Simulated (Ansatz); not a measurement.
In₃Sb, space group Pm-3m, a phonon calculation by finite displacements

Computed with Ansatz's Python interface.

The script, `in3sb_phonons.py`:
```python
'''Harmonic phonons of In3Sb.'''

from pathlib import Path

import ansatz as az
import numpy as np


def main() -> None:
    vectors = np.array([
        [4.836962, 0.0, 0.0],
        [0.0, 4.836962, 0.0],
        [0.0, 0.0, 4.836962],
    ])
    system = (
        az.Lattice.of(vectors)
        .atom('In', (0.5, 0.5, 0.0))
        .atom('In', (0.5, 0.0, 0.5))
        .atom('In', (0.0, 0.5, 0.5))
        .atom('Sb', (0.0, 0.0, 0.0))
    )

    # the cell itself: zone-centre modes alone
    calculation = system.calculation()
    calculation = calculation.functional('lda')
    calculation = calculation.occupations('fermi_dirac', width=0.1).kpoints(4, 4, 4)
    calculation = calculation.phonons('fd', supercell=1, amplitude=0.03)
    outcome = calculation.run(runs_dir='phonon_runs')
    folder = Path(outcome.output_folder) / 'results'
    ph = outcome.phonons

    for mode, w in enumerate(ph.gamma_omega_inv_cm, start=1):
        print(f'Gamma mode {mode:2d}: {w:8.1f} 1/cm  {w / 33.35641:7.3f} THz')
    print(f'{ph.n_members} displaced supercells, sum-rule residual {ph.asr_residual_pre_ev_ang2:.1e} eV/A^2')
    optical = np.sort(ph.gamma_omega_inv_cm)
    print('imaginary modes at Gamma:', int((optical < -10).sum()), '- highest mode', round(float(optical[-1]), 1), '1/cm')


if __name__ == '__main__':
    main()
```

Running `python in3sb_phonons.py` prints:
```text
DeckWarning: basis.ecutwfc = 420 eV, auto-derived from the records' recommended cutoffs: set by In (normal level)
RunWarning: on the 13×13×13 q-mesh 359 entries of the irreducible table, 4.083e0 modes per cell, the lowest at -45.32 cm⁻¹, stand at or below zero and are read as no rigid motion or as one in doubt: the zero-point energy, F, S and C_V leave that weight out. [...]
Gamma mode  1:    -45.3 1/cm   -1.359 THz
Gamma mode  2:    -45.3 1/cm   -1.359 THz
Gamma mode  3:    -45.3 1/cm   -1.359 THz
Gamma mode  4:    -13.1 1/cm   -0.394 THz
Gamma mode  5:    -13.1 1/cm   -0.394 THz
Gamma mode  6:    -13.1 1/cm   -0.394 THz
Gamma mode  7:      0.0 1/cm    0.000 THz
Gamma mode  8:      0.0 1/cm    0.000 THz
Gamma mode  9:      0.0 1/cm    0.000 THz
Gamma mode 10:     64.4 1/cm    1.930 THz
Gamma mode 11:     64.4 1/cm    1.930 THz
Gamma mode 12:     64.4 1/cm    1.930 THz
2 displaced supercells, sum-rule residual 1.6e-03 eV/A^2
imaginary modes at Gamma: 6 - highest mode 64.4 1/cm
```
(Warnings from the package without file and line, shortened.)

What to keep in mind:
- The cell isn't relaxed first, so the values belong to this volume.
- For a metal this k-point mesh is coarse: on a finer one energies can move by several to tens of meV an atom and pressures by half a GPa or more, differences at one mesh by less.
- No non-analytic term is added, so at the zone centre the longitudinal optical modes of a polar crystal aren't split off.
- Some modes are imaginary (printed negative) at these settings, from an unstable structure or from unconverged force constants, so sums over modes carry no meaning.
- This cell is a computed structure, which may not be the phase found in nature.
- The structure is taken as given and the supercell is small; imaginary modes can come from an unrelaxed or unstable start.
- Hardware and time: 35 s on 1 thread of Arm Neoverse V1, on a shared host, peak memory 0.42 GiB.
